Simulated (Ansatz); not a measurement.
# GeNP: the cost of one run

Computed with Ansatz 0.2.0, Gaussian basis. Level: cc-pVTZ, all electrons in the functionals, frozen cores in the correlation of double hybrids and RPA.

To be run: PBE, r2SCAN, PBE0, B3LYP, wB97M-V, B2PLYP, RPA-PBE, at charge 0, singlet; charge 1, doublet.

4 further runs of the same task are left out: 1 for a known fault of the program, 3 set aside as unsound or not needed.

## (1) What is computed

The geometry is a PBE0/def2-TZVP stationary point (not a proven minimum). No spin-orbit coupling is included. The filled d shell of Ge may be among the frozen orbitals whatever the setting's name suggests; the logs give the count.

3 atoms, charge 0, spin multiplicity 1.

Atoms are counted from 1 here; the program's logs count them from 0.

Bond lengths: Ge1–P2 2.256 Å, P2–N3 1.507 Å. Angles: Ge1–P2–N3 180.0°.

No dispersion term is added; wB97M-V holds VV10 nonlocal correlation. B3LYP takes the VWN-RPA correlation.

The geometry shown and the zero of energy belong to the point charge 0, singlet. The yardstick, UCCSD(T), and other wave-function levels (R restricted, U unrestricted, valence and pair active spaces) come from earlier runs.

## (2) PBE, charge 0, singlet

File in.yaml:

```yaml
crystal:
  periodic: [false, false, false]
  atoms:
    - {symbol: Ge, position_ang: [0.000000, 0.000000, 2.006400]}
    - {symbol: P, position_ang: [0.000000, 0.000000, -0.249628]}
    - {symbol: N, position_ang: [0.000000, 0.000000, -1.756772]}
basis:
  gaussian: {orbitals: cc-pVTZ}
magnetization: {spin_polarized: true, initial_magnetization: 0}
hamiltonian: {xc: {name: PBE}}
output: {orbitals: {seedname: orbitals}}
```

Run with:

```console
$ ansatz run in.yaml --threads 1 --pin off --events-out ev --progress --plain --max-ram 2560MiB --backend cpu
```

**Question.** How long does this run take on 1 thread of AMD EPYC 7R13, shared host, and how much memory does it need?

About 19 s, with a peak of 0.26 GiB.
